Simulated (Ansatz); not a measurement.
# Pd (Palladium): the cost of one run

Method: DFT PBE+D3(BJ), scalar-relativistic, plane waves, PAW, in Ansatz 0.2.0.

1 further run of the same task is left out (set aside as unsound or not needed).

## (1) Starting point

It takes space group Fm-3m (No. 225, cubic). The conventional cell has a = 3.889 Å, b = 3.889 Å, c = 3.889 Å, α = 90.00°, β = 90.00°, γ = 90.00°. Around Pd (site symmetry m-3m) lie 12 Pd at 2.75 Å.

Structure file:

```
Pd
1.0
     0.00000    1.94474    1.94474
     1.94474    0.00000    1.94474
     1.94474    1.94474    0.00000
Pd
1
Direct
  0.00000 0.00000 0.00000
```

This cell was relaxed beforehand with the same method: volume 14.71 Å³/atom, gap on the mesh none (metal).

## (2) Cutting the slab

Miller indices refer to the conventional cell of the relaxed bulk, Fm-3m (No. 225): a = 3.889 Å, b = 3.889 Å, c = 3.889 Å, α = 90.00°, β = 90.00°, γ = 90.00°.

A (210) slab, 7.0 Å thick as cut, with 17 Å of vacuum; its outer planes are Pd (top) and Pd (bottom).

The slab as cut. Its planes from the bottom up:

```
plane  atoms per cell  height over the lowest (Å)
    1              Pd                        0.00
    2              Pd                        0.87
    3              Pd                        1.74
    4              Pd                        2.61
    5              Pd                        3.48
    6              Pd                        4.35
    7              Pd                        5.22
    8              Pd                        6.09
    9              Pd                        6.96
```

## (3) The clean surface, relaxed

input.yaml reads:

```yaml
crystal:
  lattice:
    - [3.8894725142, 0.0, 0.0]
    - [-1.9447362571, 4.3485624692, 0.0]
    - [0.0, 0.0, 23.9576999507]
  atoms:
    - { symbol: Pd, position: [0.7, 0.4, 0.3547919883] }
    - { symbol: Pd, position: [0.4, 0.8, 0.3910939912] }
    - { symbol: Pd, position: [0.1, 0.2, 0.4273959941] }
    - { symbol: Pd, position: [0.8, 0.6, 0.4636979971] }
    - { symbol: Pd, position: [0.5, 0.0, 0.5] }
    - { symbol: Pd, position: [0.2, 0.4, 0.5363020029] }
    - { symbol: Pd, position: [0.9, 0.8, 0.5726040059] }
    - { symbol: Pd, position: [0.6, 0.2, 0.6089060088] }
    - { symbol: Pd, position: [0.3, 0.6, 0.6452080117] }
basis:
  ecutwfc: 420
kpoints:
  mp_grid: { grid: [8, 7, 1] }
hamiltonian:
  xc: pbe
  dispersion: d3bj
scf:
  occupations: { method: gaussian, width: 0.1 }
output:
  forces: true
  eigenvalues: true
  write_density: true
  write_potential: true
  elf: true
  volumetric_format: npy
relax:
  adjacent_minimum: "off"
  f_tol: 0.03
  max_steps: 70
  constraints: [{ sites: [0, 1, 2, 3] }]
efield:
  axis: 3
  dipole_correction: true
```

On the command line:

```sh
> ansatz run input.yaml --threads 2 --pin off --max-ram 5120MiB --backend cpu --events-out ev --progress --plain --runs-dir out
```

**Question.** How long does this run take on 2 threads of Arm Neoverse V1, shared host, and how much memory does it need?

About 6 min, with a peak of 1.2 GiB.
